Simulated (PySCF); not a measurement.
Here is a PySCF 2.14.0 calculation.

run.py

```python
import json
import numpy as np
from pyscf.pbc import gto, scf, dft, df

cell = gto.Cell()
cell.basis = '6-31g*'
cell.fromfile('TiO2.xyz')
cell.exp_to_discard = 0
cell.precision = 1e-08
cell.max_memory = 2520  # MB
cell.verbose = 4
cell.build()

res = {}
kpts = cell.make_kpts([1, 1, 1])
mf = dft.KRKS(cell, kpts, xc='pbe')
mf = mf.density_fit()
mf.with_df._cderi_to_save = 'cderi.h5'
mf.with_df.build(j_only=False)
mf.conv_tol = 1e-07
mf.max_cycle = 60

mf.kernel()
res.update(converged=bool(mf.converged), e_tot=mf.e_tot, nelec=cell.nelectron, nao=cell.nao, mesh=list(map(int, cell.mesh)), a=cell.lattice_vectors().tolist(), coords=cell.atom_coords().tolist(),
           mo_energy=[np.real(x).tolist() for x in mf.mo_energy], mo_occ=[np.real(x).tolist() for x in mf.mo_occ])
res.update(kpts=cell.get_scaled_kpts(kpts).tolist())
res['parts'] = {k: float(np.real(v)) for k, v in mf.scf_summary.items() if np.isscalar(v)}
json.dump(res, open('results.json', 'w'))
if not mf.converged:
    raise SystemExit('SCF not converged')

print('levels (eV)')
for i, kp in enumerate(res['kpts'][:40]):
    print('k %7.4f %7.4f %7.4f  ' % tuple(kp), ' '.join('%.3f' % (x * 27.211386) for x in res['mo_energy'][i][:24]))

# Mulliken populations
dm, s = np.asarray(mf.make_rdm1()), np.asarray(mf.get_ovlp())
sites = cell.aoslice_by_atom()[:, 2:]
tot = np.einsum('kij,kji->i', dm, s).real / len(kpts)
res['mulliken'] = [cell.atom_charge(i) - tot[a0:a1].sum() for i, (a0, a1) in enumerate(sites)]
print('Mulliken charges', np.round(res['mulliken'], 5))
res['meta_lowdin'] = mf.mulliken_meta()[1].tolist()

# density on a uniform mesh
grids = dft.gen_grid.UniformGrids(cell)
grids.mesh = [57, 57, 57]
grids.build()
ni = dft.numint.KNumInt()
rho = [ni.get_rho(cell, x, grids, kpts) for x in [dm]]
np.save('rho.npy', np.reshape(rho, (-1, *grids.mesh)))
res['done'] = True
json.dump(res, open('results.json', 'w'))
```

Contents of TiO2.xyz:

```xyz
3
Lattice="11.0000000000 0.0000000000 0.0000000000 0.0000000000 11.0000000000 0.0000000000 0.0000000000 0.0000000000 11.0000000000" Properties=species:S:1:pos:R:3 pbc="T T T"
O      6.5015500000      6.2314000100      6.1444000200
Ti     5.7155499500      4.8105999700      6.0313999900
O      4.5244500400      4.8657999500      4.9236000000
```

Potentials or basis: 6-31g* (all-electron).

Run with:

```bash
$ OMP_NUM_THREADS=2 python -u run.py > log
```

Question: Predict the meta-löwdin charges.

Answer: O -0.53; Ti +1.06 e.

Question: Predict the gap between the frontier levels.

Answer: 1.97 eV.

Caveat: this is a molecule in a periodic box at the Γ point, so its band gap is the HOMO-LUMO gap; the basis of atomic orbitals isn't converged, which shifts pressures, moduli and gaps.
